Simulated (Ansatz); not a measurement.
# Lu2AlN3: the cost of one run

Program: Ansatz 0.2.0. Level of theory: DFT PBE, scalar-relativistic, plane waves, PAW. These are calculated values, not measurements.

## 1. The structure to begin with

Symmetry: P4/mmm, No. 123, tetragonal system. Conventional cell: a = 4.038 Å, b = 4.038 Å, c = 6.873 Å, α = 90.00°, β = 90.00°, γ = 90.00°. Lu (site symmetry 4mm) has 1 Lu at 2.20 Å and 4 N at 2.30 Å and 1 Al at 2.34 Å as nearest neighbours. Al (site symmetry 4/mmm) has 2 Lu at 2.34 Å as nearest neighbours. Around N (site symmetry 4/mmm) lie 4 N at 2.02 Å. N (site symmetry mmm) has 2 N at 2.02 Å and 4 Lu at 2.30 Å as nearest neighbours.

Coordinates:

```xyz
6
Lattice="4.0379 0.0000 0.0000 0.0000 4.0379 0.0000 0.0000 0.0000 6.8732" Properties=species:S:1:pos:R:3 pbc="T T T"
Lu    0.0000    0.0000    4.5375
Lu    0.0000    0.0000    2.3357
Al    0.0000    0.0000    0.0000
N     2.0189    2.0189    3.4366
N     2.0189    0.0000    3.4366
N     0.0000    2.0189    3.4366
```

A structure generator made this guess: random cell by space group and Wyckoff sites (P4/mmm, No. 123). The dimensions are guesses.

## 2. Probe: one point on a coarse mesh

input.yaml reads:

```yaml
crystal:
  lattice:
    - [4.03788455, 0.0, 0.0]
    - [0.0, 4.03788455, 0.0]
    - [0.0, 0.0, 6.87319588]
  atoms:
    - { symbol: Lu, position: [0.0, 0.0, 0.66017256] }
    - { symbol: Lu, position: [0.0, 0.0, 0.33982744] }
    - { symbol: Al, position: [0.0, 0.0, 0.0] }
    - { symbol: "N", position: [0.5, 0.5, 0.5] }
    - { symbol: "N", position: [0.5, 0.0, 0.5] }
    - { symbol: "N", position: [0.0, 0.5, 0.5] }
basis:
  ecutwfc: 420
kpoints:
  mp_grid: { grid: [4, 4, 4] }
hamiltonian:
  xc: pbe
scf:
  occupations: { method: gaussian, width: 0.1 }
  lower_state_search: "off"
output:
  forces: true
  stress: true
  eigenvalues: true
```

Started as:

```
> ansatz run input.yaml --threads 1 --pin off --max-ram 2560MiB --backend cpu --events-out ev --progress --plain --runs-dir out
```

**Question.** How long does this run take on 1 thread of Arm Neoverse V1, shared host, and how much memory does it need?

About 7.2 s, with a peak of 0.38 GiB.
